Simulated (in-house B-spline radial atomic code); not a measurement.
# Si⁵⁺: ionisation energy by several methods

An exercise on one series of results from a longer session: the logs are not shown, and one member is left open.

Method: non-relativistic, several functionals, spin-polarised; spherical all-electron atom at the radial basis limit. Code: in-house B-spline radial atomic code version 1.

### Starting point

```
element       : silicon (Z = 14)
charge        : +5
electrons     : 9
configuration : [He] 2s2 2p5
nucleus       : point
```

The outer shells:

[He] 2s2 2p5
```
[He] core
2s [↑↓]
2p [↑↓][↑↓][↑ ]
```

Where spins are not typed, each open shell is filled with up spins first.

Set-up of the first run:

Settings of the run:

```ini
Z = 14
electrons = 9.0
configuration = [He] 2s2 2p5
hamiltonian = nr
method = hf
spin_polarised = True
```

Steps of the session up to this table: Hartree-Fock; M06-L; TPSS; BLYP; SCAN; LDA (VWN5); BP86; r2SCAN; PW91.

One table of the session follows, with a row left open; its other results are not shown here.

| method | ΔSCF (eV) |
| --- | --- |
| LDA (VWN5) | 205.75 |
| BLYP | 205.76 |
| BP86 | 205.91 |
| PW91 | 205.96 |
| M06-L | ? |
| TPSS | 205.86 |
| SCAN | 206.19 |
| r2SCAN | 206.13 |
| Hartree-Fock | 203.63 |

**Question.** Estimate the row for M06-L.

The run gave: ΔSCF (eV): 205.88. In the column «ΔSCF (eV)» it lies between TPSS (205.86) and BP86 (205.91).

Members of this set that are not shown: 12 used exact exchange with fractional occupations of an open shell, which is unsound here.
